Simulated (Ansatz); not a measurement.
# BrH5OSn: the cost of one run

Program: Ansatz 0.2.0. Level of theory: UKS PBE-D4/def2-SVP. These are calculated values, not measurements.

## Step 1: Starting point

Bond lengths: Sn1–Br2 3.025 Å, Sn1–H3 1.736 Å, Sn1–H4 1.699 Å, Sn1–H5 1.690 Å, Sn1–O7 2.399 Å, O7–H8 0.956 Å. Angles: Br2–Sn1–H3 86.1°, Br2–Sn1–H4 108.8°, Br2–Sn1–H5 120.0°, Br2–Sn1–O7 66.9°, H3–Sn1–H4 109.1°, H3–Sn1–H5 108.6°, H3–Sn1–O7 151.7°, H4–Sn1–H5 118.9°, H4–Sn1–O7 88.5°, H5–Sn1–O7 79.8°, Sn1–O7–H8 127.6°.

Coordinates:

```xyz
8

Sn   -0.6446   -0.6891   -0.4612
Br    2.2642    0.0288   -0.8819
H    -0.4433   -1.7827   -1.7944
H    -0.7864   -1.5840    0.9760
H    -1.8549    0.4232   -0.8542
H     1.2239    1.1876    0.3600
O     0.0595    1.1901    0.8542
H     0.1816    1.2261    1.8015
```

## Step 2: Run 1

150 steps of 0.5 fs at constant energy, with velocities drawn for 300 K.

input.yaml

```yaml
crystal:
  periodic: [false, false, false]
  atoms:
    - { symbol: Sn, position_ang: [-0.6446, -0.6891, -0.4612] }
    - { symbol: Br, position_ang: [2.2642, 0.0288, -0.8819] }
    - { symbol: H, position_ang: [-0.4433, -1.7827, -1.7944] }
    - { symbol: H, position_ang: [-0.7864, -1.584, 0.976] }
    - { symbol: H, position_ang: [-1.8549, 0.4232, -0.8542] }
    - { symbol: H, position_ang: [1.2239, 1.1876, 0.36] }
    - { symbol: O, position_ang: [0.0595, 1.1901, 0.8542] }
    - { symbol: H, position_ang: [0.1816, 1.2261, 1.8015] }
magnetization:
  spin_polarized: true
basis:
  gaussian: { orbitals: def2-SVP }
hamiltonian:
  xc: pbe
  dispersion: d4
md:
  timestep: 0.5
  n_steps: 150
  ensemble: nve
  temperature: 300.0
  initial_velocities: maxwell_boltzmann
  seed: 949747
```

Command:

```console
$ ansatz run input.yaml --threads 2 --pin off --max-ram 3072MiB --backend cpu --events-out ev --progress --plain --runs-dir out
```

What time and memory should one allow on 2 threads of Arm Neoverse N1, shared host?

About 11 min, with a peak of 0.18 GiB.
